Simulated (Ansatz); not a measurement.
This was printed by a script on the Ansatz DFT code, driven from Python, for a ladder of methods at one geometry of AsBFH₅, SMILES F[BH2-][AsH3+]. What did the script look like? Use (for the species named): MP2, def2-SVP basis, multiplicity 1. The script varies method: mp2, ccsd, ccsd_t.

Input file `asbfh5.xyz`:
```text
8

F     1.62740    0.21680   -1.10980
B     0.96240   -0.05580    0.15390
As   -1.06680    0.04730   -0.10650
H     1.25870   -1.14570    0.53190
H     1.29980    0.75090    0.96260
H    -1.22900    1.52490   -0.59180
H    -1.28510   -1.06800   -1.18060
H    -1.56740   -0.27040    1.34030
```

```console
$ python methods_asbfh5.py
Hartree-Fock reference -2360.813891 Ha
mp2      total -2361.353813 Ha  correlation  -14.6920 eV  (92.4 % of the last)
ccsd     total -2361.385267 Ha  correlation  -15.5479 eV  (97.8 % of the last)
ccsd_t   total -2361.398147 Ha  correlation  -15.8984 eV  (100.0 % of the last)
```

One script that gives this output:

The script, `methods_asbfh5.py`:
```python
"""AsBFH5 at several levels of theory."""

import ansatz as az


def main() -> None:
    mol = az.Crystal.molecule_from_extxyz("asbfh5.xyz")

    calc = mol.calculation().basis(gaussian="def2-SVP")

    methods = ["mp2", "ccsd", "ccsd_t"]
    reports = [calc.correlation(m).run(threads=1, backend="cpu").report for m in methods]
    print(f"Hartree-Fock reference {reports[0]['reference_energy_ev'] / 27.211386246:.6f} Ha")
    best = reports[-1]["free_energy_ev"] - reports[-1]["reference_energy_ev"]
    for method, each in zip(methods, reports):
        gained = each["free_energy_ev"] - each["reference_energy_ev"]
        print(f"{method:8s} total {each['free_energy_ev'] / 27.211386246:.6f} Ha  correlation {gained:9.4f} eV  ({100 * gained / best:.1f} % of the last)")


if __name__ == "__main__":
    main()
```

Caveats:
- Total energies depend on the basis set; only differences at equal settings carry meaning.
- The geometry is a force-field or estimated start, not a minimum of this method, and the basis set is short of its limit. A lower total doesn't mark the better method: functionals have no common bound, and MP2 and coupled cluster aren't variational.
- Inner cores stay frozen; a filled d shell under the valence of the heavier atoms is correlated with it.
- Finished in 12 s on 1 thread of Arm Neoverse V2, on a shared host, peak memory 0.34 GiB.
